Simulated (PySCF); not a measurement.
# CH3BF2: the cost of one run

Programs: PySCF 2.14.0, with density-fitted response routines of our own. Each step states its level of theory. These are calculated values for one molecule in the gas phase, unless marked as measured. Atoms count from 0, in the outputs and in this text.

### 1 Starting geometry

7 atoms, charge 0, multiplicity 1; geometry from: PBE0-D3(BJ)/def2-SVP.

Bonds of the start (Å): C0–B1 1.56, B1–F2 1.32, B1–F3 1.32, C0–H4 1.10, C0–H5 1.10, C0–H6 1.10.

### 2 Shielding tensors: PBE0/pcSseg-2

The job: settings as JSON, then the geometry in Å.

```
{"job": {"kind": "nmr", "xc": "PBE0", "basis": "pcSseg-2", "pop": false}, "charge": 0, "multiplicity": 1}
C     -0.635643     0.110229     0.261759
B      0.788394    -0.109670    -0.329065
F      1.696850     0.848617    -0.375636
F      1.166008    -1.284678    -0.805279
H     -0.839323     1.162048     0.501023
H     -0.740397    -0.485042     1.184033
H     -1.403429    -0.261686    -0.434230
```

With the program's defaults for keys left out, this is: GIAO PBE0/pcSseg-2 NMR shielding, non-relativistic, gas phase.

Run with:

```bash
$ OMP_NUM_THREADS=1 python probes_run.py task.json out
```

One launch serves the whole session: the jobs run in the order shown.

Q: Estimate the wall time and peak memory of this first job on 1 thread of Arm Neoverse V1, shared host.

About 12 s, with a peak of 0.83 GiB.
